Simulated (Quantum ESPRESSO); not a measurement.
# W (Im-3m) in Quantum ESPRESSO: notebook, part 2 of 2

Quantum ESPRESSO 7.5. The steps go on from the part before.

## 3. Phonons and electron-phonon coupling, LDA

The input, pw.in:

```
&CONTROL
  calculation = 'scf'
  prefix = 'pwscf'
  outdir = './tmp'
  pseudo_dir = './pseudo'
  tprnfor = .true.
  tstress = .true.
  disk_io = 'low'
/
&SYSTEM
  ibrav = 0
  nat = 1
  ntyp = 1
  ecutwfc = 56
  ecutrho = 448
  nbnd = 13
  occupations = 'smearing'
  smearing = 'mp'
  degauss = 0.01999163
/
&ELECTRONS
  conv_thr = 2d-10
  electron_maxstep = 120
  mixing_beta = 0.5
/
ATOMIC_SPECIES
W    183.8400 w_lda_v1.2.uspp.F.UPF
CELL_PARAMETERS angstrom
  -1.5825000000    1.5825000000    1.5825000000
   1.5825000000   -1.5825000000    1.5825000000
   1.5825000000    1.5825000000   -1.5825000000
ATOMIC_POSITIONS crystal
W      0.0000000000    0.0000000000    0.0000000000
K_POINTS automatic
12 12 12 0 0 0
```

The input, scf2.in:

```
&CONTROL
  calculation = 'scf'
  prefix = 'pwscf'
  outdir = './tmp'
  pseudo_dir = './pseudo'
  tprnfor = .true.
  tstress = .true.
  disk_io = 'low'
/
&SYSTEM
  ibrav = 0
  nat = 1
  ntyp = 1
  ecutwfc = 56
  ecutrho = 448
  nbnd = 13
  occupations = 'smearing'
  smearing = 'mp'
  degauss = 0.01999163
/
&ELECTRONS
  conv_thr = 1d-13
  electron_maxstep = 120
  mixing_beta = 0.5
  startingpot = 'file'
  startingwfc = 'file'
/
ATOMIC_SPECIES
W    183.8400 w_lda_v1.2.uspp.F.UPF
CELL_PARAMETERS angstrom
  -1.5825000000    1.5825000000    1.5825000000
   1.5825000000   -1.5825000000    1.5825000000
   1.5825000000    1.5825000000   -1.5825000000
ATOMIC_POSITIONS crystal
W      0.0000000000    0.0000000000    0.0000000000
K_POINTS automatic
12 12 12 0 0 0
```

The input, dense.in:

```
&CONTROL
  calculation = 'scf'
  prefix = 'pwscf'
  outdir = './tmp'
  pseudo_dir = './pseudo'
  tprnfor = .true.
  tstress = .true.
  disk_io = 'low'
/
&SYSTEM
  ibrav = 0
  nat = 1
  ntyp = 1
  ecutwfc = 56
  ecutrho = 448
  nbnd = 13
  occupations = 'smearing'
  smearing = 'mp'
  degauss = 0.01999163
  la2F = .true.
/
&ELECTRONS
  conv_thr = 1d-12
  electron_maxstep = 120
  mixing_beta = 0.5
  startingpot = 'file'
/
ATOMIC_SPECIES
W    183.8400 w_lda_v1.2.uspp.F.UPF
CELL_PARAMETERS angstrom
  -1.5825000000    1.5825000000    1.5825000000
   1.5825000000   -1.5825000000    1.5825000000
   1.5825000000    1.5825000000   -1.5825000000
ATOMIC_POSITIONS crystal
W      0.0000000000    0.0000000000    0.0000000000
K_POINTS automatic
36 36 36 0 0 0
```

The input, scf3.in:

```
&CONTROL
  calculation = 'scf'
  prefix = 'pwscf'
  outdir = './tmp'
  pseudo_dir = './pseudo'
  tprnfor = .true.
  tstress = .true.
  disk_io = 'low'
/
&SYSTEM
  ibrav = 0
  nat = 1
  ntyp = 1
  ecutwfc = 56
  ecutrho = 448
  nbnd = 13
  occupations = 'smearing'
  smearing = 'mp'
  degauss = 0.01999163
/
&ELECTRONS
  conv_thr = 1d-12
  electron_maxstep = 120
  mixing_beta = 0.5
  startingpot = 'file'
/
ATOMIC_SPECIES
W    183.8400 w_lda_v1.2.uspp.F.UPF
CELL_PARAMETERS angstrom
  -1.5825000000    1.5825000000    1.5825000000
   1.5825000000   -1.5825000000    1.5825000000
   1.5825000000    1.5825000000   -1.5825000000
ATOMIC_POSITIONS crystal
W      0.0000000000    0.0000000000    0.0000000000
K_POINTS automatic
12 12 12 0 0 0
```

The input, ph.in:

```
phonon_bands of W
&INPUTPH
  prefix = 'pwscf'
  outdir = './tmp'
  tr2_ph = 1d-18
  fildyn = 'dyn'
  niter_ph = 90
  alpha_mix(1) = 0.4
  ldisp = .true.
  nq1 = 4
  nq2 = 4
  nq3 = 4
  electron_phonon = 'interpolated'
  el_ph_sigma = 0.005
  el_ph_nsigma = 10
  fildvscf = 'dvscf'
/
```

The input, q2r.in:

```
&INPUT
  fildyn = 'dyn'
  zasr = 'crystal'
  flfrc = 'fc'
  la2F = .true.
/
```

The input, matdyn.in:

```
&INPUT
  asr = 'crystal'
  flfrc = 'fc'
  flfrq = 'freq'
  q_in_cryst_coord = .true.
  flvec = ' '
/
80
 0.0000000000  0.0000000000  0.0000000000
 0.0312500000 -0.0312500000  0.0312500000
 0.0625000000 -0.0625000000  0.0625000000
 0.0937500000 -0.0937500000  0.0937500000
 0.1250000000 -0.1250000000  0.1250000000
 0.1562500000 -0.1562500000  0.1562500000
 0.1875000000 -0.1875000000  0.1875000000
 0.2187500000 -0.2187500000  0.2187500000
 0.2500000000 -0.2500000000  0.2500000000
 0.2812500000 -0.2812500000  0.2812500000
 0.3125000000 -0.3125000000  0.3125000000
 0.3437500000 -0.3437500000  0.3437500000
 0.3750000000 -0.3750000000  0.3750000000
 0.4062500000 -0.4062500000  0.4062500000
 0.4375000000 -0.4375000000  0.4375000000
 0.4687500000 -0.4687500000  0.4687500000
 0.5000000000 -0.5000000000  0.5000000000
 0.4545454545 -0.4545454545  0.5000000000
 0.4090909091 -0.4090909091  0.5000000000
 0.3636363636 -0.3636363636  0.5000000000
 0.3181818182 -0.3181818182  0.5000000000
 0.2727272727 -0.2727272727  0.5000000000
 0.2272727273 -0.2272727273  0.5000000000
 0.1818181818 -0.1818181818  0.5000000000
 0.1363636364 -0.1363636364  0.5000000000
 0.0909090909 -0.0909090909  0.5000000000
 0.0454545455 -0.0454545455  0.5000000000
 0.0000000000  0.0000000000  0.5000000000
 0.0000000000  0.0000000000  0.4583333333
 0.0000000000  0.0000000000  0.4166666667
 0.0000000000  0.0000000000  0.3750000000
 0.0000000000  0.0000000000  0.3333333333
 0.0000000000  0.0000000000  0.2916666667
 0.0000000000  0.0000000000  0.2500000000
 0.0000000000  0.0000000000  0.2083333333
 0.0000000000  0.0000000000  0.1666666667
 0.0000000000  0.0000000000  0.1250000000
 0.0000000000  0.0000000000  0.0833333333
 0.0000000000  0.0000000000  0.0416666667
 0.0000000000  0.0000000000  0.0000000000
 0.0166666667  0.0166666667  0.0166666667
 0.0333333333  0.0333333333  0.0333333333
 0.0500000000  0.0500000000  0.0500000000
 0.0666666667  0.0666666667  0.0666666667
 0.0833333333  0.0833333333  0.0833333333
 0.1000000000  0.1000000000  0.1000000000
 0.1166666667  0.1166666667  0.1166666667
 0.1333333333  0.1333333333  0.1333333333
 0.1500000000  0.1500000000  0.1500000000
 0.1666666667  0.1666666667  0.1666666667
 0.1833333333  0.1833333333  0.1833333333
 0.2000000000  0.2000000000  0.2000000000
 0.2166666667  0.2166666667  0.2166666667
 0.2333333333  0.2333333333  0.2333333333
 0.2500000000  0.2500000000  0.2500000000
 0.2666666667  0.2000000000  0.2666666667
 0.2833333333  0.1500000000  0.2833333333
 0.3000000000  0.1000000000  0.3000000000
 0.3166666667  0.0500000000  0.3166666667
 0.3333333333  0.0000000000  0.3333333333
 0.3500000000 -0.0500000000  0.3500000000
 0.3666666667 -0.1000000000  0.3666666667
 0.3833333333 -0.1500000000  0.3833333333
 0.4000000000 -0.2000000000  0.4000000000
 0.4166666667 -0.2500000000  0.4166666667
 0.4333333333 -0.3000000000  0.4333333333
 0.4500000000 -0.3500000000  0.4500000000
 0.4666666667 -0.4000000000  0.4666666667
 0.4833333333 -0.4500000000  0.4833333333
 0.5000000000 -0.5000000000  0.5000000000
 0.2500000000  0.2500000000  0.2500000000
 0.2222222222  0.2222222222  0.2777777778
 0.1944444444  0.1944444444  0.3055555556
 0.1666666667  0.1666666667  0.3333333333
 0.1388888889  0.1388888889  0.3611111111
 0.1111111111  0.1111111111  0.3888888889
 0.0833333333  0.0833333333  0.4166666667
 0.0555555556  0.0555555556  0.4444444444
 0.0277777778  0.0277777778  0.4722222222
 0.0000000000  0.0000000000  0.5000000000
```

The input, matdyn_dos.in:

```
&INPUT
  asr = 'crystal'
  flfrc = 'fc'
  dos = .true.
  fldos = 'phdos'
  nk1 = 18
  nk2 = 18
  nk3 = 18
  deltaE = 1
  flvec = ' '
  flfrq = ' '
/
```

The input, matdyn_a2f.in:

```
&INPUT
  asr = 'crystal'
  flfrc = 'fc'
  la2F = .true.
  dos = .true.
  fldos = 'dos2'
  nk1 = 14
  nk2 = 14
  nk3 = 14
  ndos = 60
  el_ph_nsigma = 10
  flfrq = 'dosfreq2'
  flvec = ' '
/
```

The input, matdyn_mesh.in:

```
&INPUT
  asr = 'crystal'
  flfrc = 'fc'
  flfrq = 'mesh'
  q_in_cryst_coord = .true.
  flvec = ' '
/
1000
 0.05000000  0.05000000  0.05000000
 0.05000000  0.05000000  0.15000000
 0.05000000  0.05000000  0.25000000
[... 997 further points of the even 10 x 10 x 10 mesh, shifted by half a step ...]
```

Potentials or basis: GBRV 1.5 LDA.

Command:

```
$ OMP_NUM_THREADS=1 mpirun -n 4 pw.x -nk 4 -in pw.in > pw.out
$ OMP_NUM_THREADS=1 mpirun -n 4 pw.x -nk 4 -in scf2.in > scf2.out
$ OMP_NUM_THREADS=1 mpirun -n 4 pw.x -nk 4 -in dense.in > dense.out
$ OMP_NUM_THREADS=1 mpirun -n 4 pw.x -nk 4 -in scf3.in > scf3.out
$ OMP_NUM_THREADS=1 mpirun -n 4 ph.x -nk 4 -in ph.in > ph.out
$ OMP_NUM_THREADS=1 mpirun -n 1 q2r.x -in q2r.in > q2r.out
$ OMP_NUM_THREADS=1 mpirun -n 1 matdyn.x -in matdyn.in > matdyn.out
$ OMP_NUM_THREADS=1 mpirun -n 1 matdyn.x -in matdyn_dos.in > matdyn_dos.out
$ OMP_NUM_THREADS=1 mpirun -n 1 matdyn.x -in matdyn_a2f.in > matdyn_a2f.out
$ OMP_NUM_THREADS=1 mpirun -n 1 matdyn.x -in matdyn_mesh.in > matdyn_mesh.out
```

pw.out:

```text
This program is part of the open-source Quantum ESPRESSO suite
     for quantum simulation of materials; please cite
[... 6 lines left out ...]
     using ibrav=0 with symmetry is DISCOURAGED, use correct ibrav instead

     K-points division:     npool     =       4
     Subspace diagonalization in iterative solution of the eigenvalue problem:
     a serial algorithm will be used

     G-vector sticks info
     --------------------
     sticks:   dense  smooth     PW     G-vecs:    dense   smooth      PW
     Sum         905     451    173                17117     6051    1481

     Using Slab Decomposition

     bravais-lattice index     =            0
     lattice parameter (alat)  =       5.1797  a.u.
     unit-cell volume          =     106.9763 (a.u.)^3
     number of atoms/cell      =            1
     number of atomic types    =            1
     number of electrons       =        14.00
     number of Kohn-Sham states=           13
     kinetic-energy cutoff     =      56.0000  Ry
     charge density cutoff     =     448.0000  Ry
     scf convergence threshold =      2.0E-10
     mixing beta               =       0.5000
     number of iterations used =            8  plain     mixing
     Exchange-correlation= SLA  PZ   NOGX NOGC
                           (   1   1   0   0   0   0   0)

     celldm(1)=   5.179683  celldm(2)=   0.000000  celldm(3)=   0.000000
     celldm(4)=   0.000000  celldm(5)=   0.000000  celldm(6)=   0.000000

     crystal axes: (cart. coord. in units of alat)
               a(1) = (  -0.577350   0.577350   0.577350 )
               a(2) = (   0.577350  -0.577350   0.577350 )
               a(3) = (   0.577350   0.577350  -0.577350 )

     reciprocal axes: (cart. coord. in units 2 pi/alat)
               b(1) = ( -0.000000  0.866025  0.866025 )
               b(2) = (  0.866025 -0.000000  0.866025 )
               b(3) = (  0.866025  0.866025  0.000000 )

     PseudoPot. # 1 for W  read from file:
     w_lda_v1.2.uspp.F.UPF
     Pseudo is Ultrasoft + core correction, Zval = 14.0
     Generated by new atomic code, or converted to UPF format
     Using radial grid of  923 points,  8 beta functions with:
                l(1) =   0
                l(2) =   0
                l(3) =   0
                l(4) =   1
                l(5) =   1
                l(6) =   2
                l(7) =   2
                l(8) =   3
     Q(r) pseudized with  6 coefficients,  rinner =    1.350   1.350   1.350
                                                       1.350   1.350   1.350
                                                       1.350

     atomic species   valence    mass     pseudopotential
     W                14.00   183.84000     W ( 1.00)

     48 Sym. Ops., with inversion, found

   Cartesian axes

     site n.     atom                  positions (alat units)
         1        W      tau(   1) = (   0.0000000   0.0000000   0.0000000  )

     number of k points=    72  Methfessel-Paxton smearing, width (Ry)=  0.0200
                       cart. coord. in units 2pi/alat
        k(    1) = (   0.0000000   0.0000000   0.0000000), wk =   0.0011574
        k(    2) = (   0.0721688   0.0721688   0.0000000), wk =   0.0138889
        k(    3) = (   0.1443376   0.1443376   0.0000000), wk =   0.0138889
        k(    4) = (   0.2165064   0.2165064   0.0000000), wk =   0.0138889
        k(    5) = (   0.2886751   0.2886751   0.0000000), wk =   0.0138889
        k(    6) = (   0.3608439   0.3608439   0.0000000), wk =   0.0138889
[... 64 lines left out ...]
        k(   71) = (  -0.8660254  -0.0721688  -0.0721688), wk =   0.0138889
        k(   72) = (  -0.8660254  -0.8660254  -0.8660254), wk =   0.0011574

     Dense  grid:    17117 G-vectors     FFT dimensions: (  36,  36,  36)

     Smooth grid:     6051 G-vectors     FFT dimensions: (  25,  25,  25)

     Initial potential from superposition of free atoms

     starting charge      13.8997, renormalised to      14.0000

     negative rho (up, down):  5.994E-02 0.000E+00
     Starting wfcs are   13 randomized atomic wfcs

     Self-consistent Calculation

     iteration #  1     ecut=    56.00 Ry     beta= 0.50
     Davidson diagonalization with overlap
     ethr =  1.00E-02,  avg # of iterations =  3.3

     Threshold (ethr) on eigenvalues was too large:
     Diagonalizing with lowered threshold

     Davidson diagonalization with overlap
     ethr =  3.85E-04,  avg # of iterations =  1.1

     negative rho (up, down):  6.201E-02 0.000E+00

     total energy              =    -159.22948690 Ry
     estimated scf accuracy    <       0.05516500 Ry

     iteration #  2     ecut=    56.00 Ry     beta= 0.50
     Davidson diagonalization with overlap
     ethr =  3.94E-04,  avg # of iterations =  1.9
[... 51 lines left out ...]
     iteration #  8     ecut=    56.00 Ry     beta= 0.50
     Davidson diagonalization with overlap
     ethr =  2.92E-12,  avg # of iterations =  4.0

     negative rho (up, down):  6.477E-02 0.000E+00

     End of self-consistent calculation

          k = 0.0000 0.0000 0.0000 (   767 PWs)   bands (ev):

   -51.8438 -15.3947 -15.3947 -15.3947  12.7063  21.0639  21.0639  21.0639
    24.5041  24.5041  36.9109  36.9109  36.9109

          k = 0.0722 0.0722 0.0000 (   744 PWs)   bands (ev):

   -51.8348 -15.4882 -15.4239 -15.3951  13.0410  20.8657  21.0153  21.3896
    24.2087  24.5097  37.1839  37.4727  37.6985
[... 343 lines left out ...]
   -51.6159 -16.3268 -16.2688 -16.2433  16.6718  16.7290  25.9451  26.0643
    27.5276  30.5716  31.2400  32.1018  39.5516

          k =-0.8660-0.8660-0.8660 (   736 PWs)   bands (ev):

   -51.6092 -16.2999 -16.2999 -16.2999  16.4768  16.4768  27.4661  27.4661
    27.4661  30.6214  30.6214  30.6214  38.2764

     the Fermi energy is    22.2612 ev

!    total energy              =    -159.23560504 Ry
     estimated scf accuracy    <          1.2E-10 Ry
     smearing contrib. (-TS)   =      -0.00015535 Ry
     internal energy E=F+TS    =    -159.23544970 Ry

     The total energy is F=E-TS. E is the sum of the following terms:
     one-electron contribution =     -14.62573709 Ry
     hartree contribution      =      15.70111728 Ry
     xc contribution           =     -41.05121418 Ry
     ewald contribution        =    -119.25961570 Ry

     convergence has been achieved in   8 iterations

     negative rho (up, down):  6.477E-02 0.000E+00

     Forces acting on atoms (cartesian axes, Ry/au):

     atom    1 type  1   force =     0.00000000    0.00000000    0.00000000

     Total force =     0.000000     Total SCF correction =     0.000000

     Computing stress (Cartesian axis) and pressure

     negative rho (up, down):  6.477E-02 0.000E+00
          total   stress  (Ry/bohr**3)                   (kbar)     P=      -84.99
  -0.00057778   0.00000000   0.00000000          -84.99        0.00        0.00
   0.00000000  -0.00057778   0.00000000            0.00      -84.99        0.00
   0.00000000   0.00000000  -0.00057778            0.00        0.00      -84.99

=------------------------------------------------------------------------------=
   JOB DONE.
=------------------------------------------------------------------------------=
```

Wall time 27 min (4 MPI ranks of Intel Xeon Platinum 8375C at 2.90GHz (Ice Lake), shared host); peak memory 0.48 GiB.

What came out:

```
Free energy              : -2166.5108 eV
Pressure                 : -8.5 GPa
Band gap on the k mesh   : none (metal or under the smearing width)
Highest phonon frequency : 215 cm⁻¹
Zero-point energy        : 0.029 eV/atom
```

Levels at points of the mesh, in eV from the Fermi level:
| k point | band 4 | band 5 | band 6 | band 7 | band 8 | band 9 | band 10 | band 11 |
| --- | --- | --- | --- | --- | --- | --- | --- | --- |
| (0.00, 0.00, 0.00) | -37.66 | -9.55 | -1.20 | -1.20 | -1.20 | 2.24 | 2.24 | 14.65 |
| (0.00, 0.00, -0.50) | -37.66 | -6.21 | -3.52 | 0.85 | 2.14 | 3.11 | 6.20 | 11.06 |
| (-0.50, -0.50, -0.50) | -38.56 | -5.78 | -5.78 | 5.20 | 5.20 | 5.20 | 8.36 | 8.36 |

Phonon frequencies in cm⁻¹ (negative: imaginary):
```
               q point  frequencies
 (0.000, 0.000, 0.000)        0 0 0
(0.219, -0.219, 0.219)  110 110 177
(0.438, -0.438, 0.438)  169 169 185
(0.273, -0.273, 0.500)  151 186 193
 (0.000, 0.000, 0.458)  119 147 213
 (0.000, 0.000, 0.167)    69 71 112
 (0.050, 0.050, 0.050)     54 54 84
 (0.167, 0.167, 0.167)  156 156 177
 (0.283, 0.150, 0.283)  163 176 176
(0.400, -0.200, 0.400)  177 182 182
 (0.250, 0.250, 0.250)  170 170 170
 (0.056, 0.056, 0.444)  130 151 210
```

Phonon frequencies at the corners of the path (cm⁻¹, interpolated; i marks imaginary ones):
```csv
point,frequencies
Γ,0 0 0
H,174 174 174
N,119 148 215
P,170 170 170
```

Phonon states per cell in windows of 10 cm⁻¹ (negative: imaginary):
```csv
from (cm⁻¹),total
0,0.00
10,0.00
20,0.00
30,0.01
40,0.01
50,0.02
60,0.02
70,0.03
80,0.05
90,0.06
100,0.09
110,0.14
120,0.22
130,0.25
140,0.31
150,0.39
160,0.35
170,0.26
180,0.22
190,0.30
200,0.25
210,0.02
```

Harmonic thermodynamics per atom at this volume (zero-point energy 28.8 meV, Debye temperature from the second moment 295 K):
```csv
T (K),free energy (meV),entropy (k_B),heat capacity Cv (k_B)
50,28.5,0.28,0.79
100,25.3,1.26,2.01
200,6.8,2.93,2.70
298.15,-23.0,4.04,2.86
500,-107.3,5.54,2.95
800,-270.0,6.94,2.98
```

Electron-phonon coupling by broadening of the double delta (levels on a 36 × 36 × 36 mesh):
| broadening (eV) | λ | N(E_F) (states/eV a spin and cell) | ω_log (K) | Tc, μ* 0.10 (K) | Tc, μ* 0.13 (K) |
| --- | --- | --- | --- | --- | --- |
| 0.07 | 0.55 | 0.230 | 209 | 3.6 | 2.4 |
| 0.14 | 0.43 | 0.245 | 213 | 1.3 | 0.6 |
| 0.20 | 0.38 | 0.245 | 213 | 0.6 | 0.2 |
| 0.27 | 0.36 | 0.244 | 213 | 0.4 | 0.1 |
| 0.34 | 0.35 | 0.243 | 213 | 0.3 | 0.1 |
| 0.41 | 0.34 | 0.244 | 213 | 0.3 | 0.1 |
| 0.48 | 0.34 | 0.245 | 213 | 0.3 | 0.1 |
| 0.54 | 0.35 | 0.247 | 213 | 0.4 | 0.1 |
| 0.61 | 0.35 | 0.250 | 214 | 0.4 | 0.1 |
| 0.68 | 0.35 | 0.253 | 214 | 0.4 | 0.1 |

The same from a weighted sum over the computed q points, without interpolation:
```
broadening (eV)     λ  ω_log (K)  Tc, μ* 0.10 (K)  Tc, μ* 0.13 (K)
           0.07  0.58        200              4.1              2.8
           0.14  0.45        202              1.6              0.9
           0.20  0.40        204              0.8              0.4
           0.27  0.37        205              0.6              0.2
           0.34  0.36        206              0.5              0.2
           0.41  0.36        207              0.4              0.1
           0.48  0.36        208              0.4              0.1
           0.54  0.36        209              0.4              0.1
           0.61  0.36        210              0.4              0.1
           0.68  0.36        210              0.5              0.2
```

Eliashberg function at a broadening of 0.27 eV:
```csv
cm⁻¹,α²F
5,0.000
16,0.000
27,0.000
38,-0.001
49,-0.002
60,-0.002
71,-0.002
82,0.001
93,0.009
104,0.034
115,0.107
126,0.383
136,0.370
147,0.346
158,0.342
169,0.299
180,0.191
191,0.180
202,0.221
213,0.013
```

Coupling and linewidth of each mode at the computed q points (broadening 0.27 eV):
```tsv
q	cm⁻¹	λ of the modes	linewidths (GHz)
(0.00, 0.00, 0.25)	96 100 156	0.07 0.10 0.09	2 3 6
(0.00, 0.00, -0.50)	119 148 215	0.87 0.06 0.08	35 4 11
(0.00, 0.25, 0.25)	148 163 189	0.09 0.06 0.06	6 4 6
(0.25, 0.25, 0.25)	170 170 170	0.09 0.09 0.09	8 8 8
(0.25, 0.25, -0.25)	121 121 192	0.20 0.19 0.14	8 8 15
(0.25, -0.50, -0.50)	148 185 196	0.31 0.09 0.04	19 9 5
(-0.50, -0.50, -0.50)	174 174 174	0.20 0.17 0.20	17 15 17
```

Caveat: λ from interpolated matrix elements is rough: modes that symmetry makes equal can differ by tens of percent. The run has no spin-orbit coupling, so splittings on W are missing.
